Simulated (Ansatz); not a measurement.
# WNH+ (octet): from Hartree-Fock to the top rungs, def2-TZVPP

One table from this session's results is given with a row withheld; the runs are named, their logs left out.

Program: Ansatz 0.2.0, Gaussian basis. Level of theory: def2-TZVPP, core rule «outside noble gas», up to 5 orbitals frozen. These are calculated values, not measurements.

To be run: UHF; CCSD(T) on ROHF; CCSD(T) on UHF; CCSDT(Q) on ROHF; CCSDT(Q) on UHF.

6 further runs of the same task are left out: 1 for a known fault of the program, 5 set aside as unsound or not needed.

### What is computed

The geometry is a PBE0/def2-TZVP stationary point (not a proven minimum) of the parent state, kept for this charge and spin. No spin-orbit coupling is included. Elements past krypton take def2 core potentials.

3 atoms, charge 1, spin multiplicity 8.

Atoms are counted from 1 here; the program's logs count them from 0.

Bond lengths: W1–N2 2.058 Å, N2–H3 1.028 Å. Angles: W1–N2–H3 115.8°.

The first run:

in.yaml

```yaml
crystal:
  periodic: [false, false, false]
  atoms:
    - {symbol: W, position_ang: [0.000000, 0.005869, 0.157615]}
    - {symbol: N, position_ang: [0.000000, -0.131830, -1.895665]}
    - {symbol: H, position_ang: [0.000000, 0.761470, -2.404753]}
basis:
  gaussian: {orbitals: def2-TZVPP}
total_charge: 1
magnetization: {spin_polarized: true, initial_magnetization: 7}
hamiltonian: {xc: hf}
output: {orbitals: {seedname: orbitals}}
```

Run with:

```
$ ansatz run in.yaml --threads 1 --pin off --events-out ev --progress --plain --max-ram 2816MiB --backend cpu
```

Steps of the session up to this table: UHF; CCSD(T) on ROHF; CCSD(T) on UHF; CCSDT(Q) on ROHF; CCSDT(Q) on UHF.

One of the session's tables, all rows but one given; the rest of the session is left out.

| method | from RCCSDT(Q) (kJ/mol) |
| --- | --- |
| ROHF | +628.2 |
| UHF | +597.6 |
| RMP2 | +82.8 |
| UMP2 | +72.0 |
| RCCSD | +18.7 |
| UCCSD | +6.2 |
| RCCSD(T) | ? |
| UCCSD(T) | -9.8 |
| RCCSDT | +0.4 |
| UCCSDT | -11.8 |
| RCCSDT(Q) | 0 |
| UCCSDT(Q) | -12.2 |

**Question.** Estimate the row for RCCSD(T).

As computed: from RCCSDT(Q) (kJ/mol): +2.4. In the column «from RCCSDT(Q) (kJ/mol)» it lies between RCCSDT (+0.4) and UCCSD (+6.2).

To keep in mind: Restricted and unrestricted rows rest on different reference determinants; where their highest levels disagree by more than a few hundredths of an eV, they describe different states and don't form one ladder.
